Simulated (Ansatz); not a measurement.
**C2H4AlN: rigid scan of one bond length from a Python script**

How does the energy of C2H4AlN change as one bond is stretched? The task is a rigid scan of one bond length, for C2H4AlN.

All numbers are computed with Ansatz 0.2.0, driven from Python. Level of theory: r2SCAN0/cc-pVDZ.

## 1. The system

Bond lengths: C1–C2 1.432 Å, C2–N3 1.360 Å, C2–Al4 1.746 Å, N3–Al4 1.680 Å, C1–H5 1.094 Å, C1–H6 1.131 Å, C1–H7 1.132 Å, Al4–H8 1.608 Å. Angles: C1–C2–N3 147.3°, C1–C2–Al4 148.5°, N3–C2–Al4 64.1°, C2–C1–H5 113.7°, C2–C1–H6 113.5°, C2–C1–H7 110.6°, H5–C1–H6 107.5°, H5–C1–H7 106.0°, H6–C1–H7 105.0°, C2–N3–Al4 69.2°, C2–Al4–N3 46.7°, C2–Al4–H8 155.6°, N3–Al4–H8 157.4°.

No structure file is read: the coordinates are typed or built in the script.

## 2. The script

Contents of scan_c2h4aln.py:

```python
'''Stretching a bond of C2H4AlN, the rest held rigid.'''

import ansatz as az
import numpy as np

GEOMETRY = '''
C    -0.12290    1.18380   -0.24790
C     0.33690   -0.16960   -0.16450
N     1.31020   -1.06900   -0.46950
Al    0.11130   -1.78100    0.46750
H     0.13600    1.79000    0.62510
H     0.25000    1.73140   -1.16430
H    -1.25170    1.21720   -0.32690
H    -0.67760   -2.95990    1.22470
'''

system = az.Crystal.molecule()
for line in GEOMETRY.strip().splitlines():
    symbol, *xyz = line.split()
    system = system.atom(symbol, [float(v) for v in xyz])

symbols = [site.symbol for site in system.cartesian_sites]
start = np.array([site.position_ang for site in system.cartesian_sites])
axis = (start[1] - start[0]) / np.linalg.norm(start[1] - start[0])
moving = [1, 2, 3, 7]
lengths, energies = [1.26, 1.317, 1.375, 1.432, 1.489, 1.546, 1.604, 1.69], []
for length in lengths:
    xyz = start.copy()
    xyz[moving] += (length - np.linalg.norm(start[1] - start[0])) * axis
    point = az.Crystal.molecule()
    for symbol, place in zip(symbols, xyz):
        point = point.atom(symbol, place.tolist())
    model = (
        point.calculation()
        .basis(gaussian='cc-pVDZ')
        .functional('r2scan0')
        .accuracy('medium')
    )
    summary = model.run(threads=1).report
    energies.append(summary['free_energy_ev'])
    print(f'r = {length:6.3f} A  E = {energies[-1]:.5f} eV  <S^2> = {abs(summary["mean_field"]["state"]["spin_squared"]):.3f}')

# quartic fit about the minimum
fit = np.polynomial.Polynomial.fit(lengths, np.array(energies) - min(energies), 4).convert()
roots = [r.real for r in fit.deriv().roots() if abs(r.imag) < 1e-9 and fit.deriv(2)(r.real) > 0]
r_e = min(roots, key=lambda r: abs(r - lengths[int(np.argmin(energies))]))
print(f'minimum of the fit at {r_e:.4f} A, force constant {fit.deriv(2)(r_e):.2f} eV/A^2')
```

## 3. The input behind the calls

The package turns the script's settings into the engine's input (first run):

```yaml
crystal:
  periodic: [false, false, false]
  atoms:
    - { symbol: C, position_ang: [-0.1229, 1.1838, -0.2479] }
    - { symbol: C, position_ang: [0.2817279617971174, -0.007203661366286862, -0.1745072813965211] }
    - { symbol: "N", position_ang: [1.2550279617971174, -0.9066036613662868, -0.4795072813965211] }
    - { symbol: Al, position_ang: [0.056127961797117404, -1.6186036613662869, 0.4574927186034789] }
    - { symbol: H, position_ang: [0.136, 1.79, 0.6251] }
    - { symbol: H, position_ang: [0.25, 1.7314, -1.1643] }
    - { symbol: H, position_ang: [-1.2517, 1.2172, -0.3269] }
    - { symbol: H, position_ang: [-0.7327720382028826, -2.797503661366287, 1.2146927186034788] }
accuracy: medium
basis:
  gaussian:
    orbitals: cc-pVDZ
hamiltonian:
  xc: r2scan0
```

## 4. The run

Started as:

```bash
python scan_c2h4aln.py
```

Standard output:

```text
r =  1.260 A  E = -10218.58181 eV  <S^2> = 0.000
r =  1.317 A  E = -10219.15571 eV  <S^2> = 0.000
r =  1.375 A  E = -10219.49423 eV  <S^2> = 0.000
r =  1.432 A  E = -10219.64795 eV  <S^2> = 0.000
r =  1.489 A  E = -10219.67127 eV  <S^2> = 0.000
r =  1.546 A  E = -10219.59987 eV  <S^2> = 0.000
r =  1.604 A  E = -10219.45826 eV  <S^2> = 0.000
r =  1.690 A  E = -10219.16589 eV  <S^2> = 0.000
minimum of the fit at 1.4715 A, force constant 31.89 eV/A^2
```

Run time: 41 s. Hardware: 1 thread of Arm Neoverse V1, shared host; peak memory 0.23 GiB.

## 5. Inputs of later runs

The engine's inputs for some of the other runs:

Run 2, against run 1:

```diff
@@ -5,3 +5,3 @@
-    - { symbol: C, position_ang: [0.2817279617971174, -0.007203661366286862, -0.1745072813965211] }
-    - { symbol: "N", position_ang: [1.2550279617971174, -0.9066036613662868, -0.4795072813965211] }
-    - { symbol: Al, position_ang: [0.056127961797117404, -1.6186036613662869, 0.4574927186034789] }
+    - { symbol: C, position_ang: [0.30003256006889173, -0.061082398428095014, -0.17118713460255422] }
+    - { symbol: "N", position_ang: [1.2733325600688918, -0.960482398428095, -0.4761871346025542] }
+    - { symbol: Al, position_ang: [0.07443256006889173, -1.672482398428095, 0.4608128653974458] }
@@ -11 +11 @@
-    - { symbol: H, position_ang: [-0.7327720382028826, -2.797503661366287, 1.2146927186034788] }
+    - { symbol: H, position_ang: [-0.7144674399311083, -2.851382398428095, 1.2180128653974456] }
```

Run 4, against run 1:

```diff
@@ -5,3 +5,3 @@
-    - { symbol: C, position_ang: [0.2817279617971174, -0.007203661366286862, -0.1745072813965211] }
-    - { symbol: "N", position_ang: [1.2550279617971174, -0.9066036613662868, -0.4795072813965211] }
-    - { symbol: Al, position_ang: [0.056127961797117404, -1.6186036613662869, 0.4574927186034789] }
+    - { symbol: C, position_ang: [0.33696288991545403, -0.1697851135527958, -0.16448859282525258] }
+    - { symbol: "N", position_ang: [1.310262889915454, -1.0691851135527957, -0.46948859282525257] }
+    - { symbol: Al, position_ang: [0.11136288991545404, -1.7811851135527956, 0.46751140717474743] }
@@ -11 +11 @@
-    - { symbol: H, position_ang: [-0.7327720382028826, -2.797503661366287, 1.2146927186034788] }
+    - { symbol: H, position_ang: [-0.677537110084546, -2.960085113552796, 1.2247114071747474] }
```

Run 8, against run 1:

```diff
@@ -5,3 +5,3 @@
-    - { symbol: C, position_ang: [0.2817279617971174, -0.007203661366286862, -0.1745072813965211] }
-    - { symbol: "N", position_ang: [1.2550279617971174, -0.9066036613662868, -0.4795072813965211] }
-    - { symbol: Al, position_ang: [0.056127961797117404, -1.6186036613662869, 0.4574927186034789] }
+    - { symbol: C, position_ang: [0.41981528209295904, -0.4136572918325593, -0.14946055996834975] }
+    - { symbol: "N", position_ang: [1.393115282092959, -1.3130572918325591, -0.4544605599683497] }
+    - { symbol: Al, position_ang: [0.19421528209295902, -2.0250572918325593, 0.4825394400316503] }
@@ -11 +11 @@
-    - { symbol: H, position_ang: [-0.7327720382028826, -2.797503661366287, 1.2146927186034788] }
+    - { symbol: H, position_ang: [-0.5946847179070409, -3.2039572918325594, 1.2397394400316502] }
```

## 6. The engine's runs

The 8 runs, in the order started:

```
run  distance (Å)  energy from run 5 (eV)  SCF cycles  CPU time (s)
  1          1.26                  1.0895          18             5
  2          1.32                  0.5156          18             5
  3          1.38                  0.1770          18             5
  4          1.43                  0.0233          18             5
  5          1.49                  0.0000          18             5
  6          1.55                  0.0714          18           5.1
  7          1.60                  0.2130          18             5
  8          1.69                  0.5054          18           4.9
```

## 7. What came out

| quantity | value |
| --- | --- |
| bond length at the fit's minimum | 1.4715 Å |
| runs compared | 8 |
| range of energy | 1.089 eV |
| lowest point, distance (Å) | 1.49 |

What this shows: The lowest point, at 1.49, lies inside the range. The ends stand 1.09 and 0.505 eV above it. The distance scanned is the script's pair 0, 1. The rest of the molecule is held rigid at a force-field or estimated start geometry, and the basis set is modest; single-reference methods fail as a bond breaks. The orbitals are restricted, so S² is zero by construction.
